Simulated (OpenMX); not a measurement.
Set up this calculation in OpenMX 3.8.5, as an ASE script.

```
Task                : single point
Functional          : PBE
Dispersion          : D3
Potentials or basis : OpenMX 2013 PBE set, W7.0-s3p2d2f1, S7.0-s2p2d1f1, grid cutoff 400 Ry
k mesh              : 7 × 7 × 7
Occupations         : fermi-dirac, width 0.05 eV
Spin                : no spin polarisation
Mixing scheme       : rmm-diisk
SCF threshold       : 1e-08 Ha
Solver              : band
Max SCF cycles      : 100
```

Crystal: WS.

```
W S
1.0
     3.00789    0.00000    0.00000
     0.00000    3.00789    0.00000
     0.00000    0.00000    3.00789
W S
1 1
Direct
  0.50000 0.50000 0.50000
  0.00000 0.00000 0.00000
```

The cell was built by a generator and needn't be a form met in nature.

The input as run:

run.py

```python
from ase import Atoms
from ase.calculators.openmx import OpenMX
from ase.calculators.mixing import SumCalculator
from dftd3.ase import DFTD3

atoms = Atoms(['W', 'S'],
              cell=[[3.00789, 0.0, 0.0], [0.0, 3.00789, 0.0], [0.0, 0.0, 3.00789]],
              scaled_positions=[[0.5, 0.5, 0.5], [0.0, 0.0, 0.0]],
              pbc=True)

def calculator():
    omx = OpenMX(
        label='WS',
        command='openmx',
        nohup=True,
        xc='GGA-PBE',
        kpts=(7, 7, 7),
        system_currentdirectory='./',
        data_path='./DFT_DATA13',
        level_of_fileout=1,
        definition_of_atomic_species=[['W', 'W7.0-s3p2d2f1', 'W_PBE13'], ['S', 'S7.0-s2p2d1f1', 'S_PBE13']],
        atoms_speciesandcoordinates_unit='Ang',
        atoms_speciesandcoordinates=[['1', 'W', '0', '0', '0', 6.0, 6.0], ['2', 'S', '0', '0', '0', 3.0, 3.0]],
        scf_spinpolarization='off',
        scf_electronictemperature=580.226,
        scf_energycutoff=400.0,
        scf_maxiter=100,
        scf_eigenvaluesolver='band',
        scf_mixing_type='rmm-diisk',
        scf_init_mixing_weight=0.05,
        scf_min_mixing_weight=0.001,
        scf_max_mixing_weight=0.3,
        scf_mixing_history=25,
        scf_mixing_startpulay=8,
        scf_criterion=1e-08,
    )
    return SumCalculator([omx, DFTD3(method='pbe', damping='d3zero')])

atoms.calc = calculator()
print('stress_eV_A3', atoms.get_stress().round(8).tolist())
print('forces_eV_A', atoms.get_forces().round(6).tolist())
print('energy_eV', round(atoms.get_potential_energy(), 6))
print('dispersion_eV', round(atoms.calc.mixer.calcs[1].get_potential_energy(atoms), 6))
```

Potentials or basis: OpenMX 2013 PBE set, W7.0-s3p2d2f1, S7.0-s2p2d1f1, grid cutoff 400 Ry.

Command:

```console
$ python run.py > run.log
```

It gave:

The pressure is -2.8 GPa. The band gap on the k mesh is none (metal or under the smearing width) and the mulliken charges are W +0.29; S -0.29 e. The dispersion energy per atom is -0.421 eV.

Caveat: Mulliken charges move with the basis; the basis of atomic orbitals isn't converged, which shifts pressures, moduli and gaps; pairwise dispersion overbinds metals, which lowers pressure and volume.

It took 10 min on 1 thread of Intel(R) Xeon(R) Platinum 8259CL CPU @ 2.50GHz (Skylake/Cascade Lake), with other jobs on the host, peak memory 0.89 GiB.
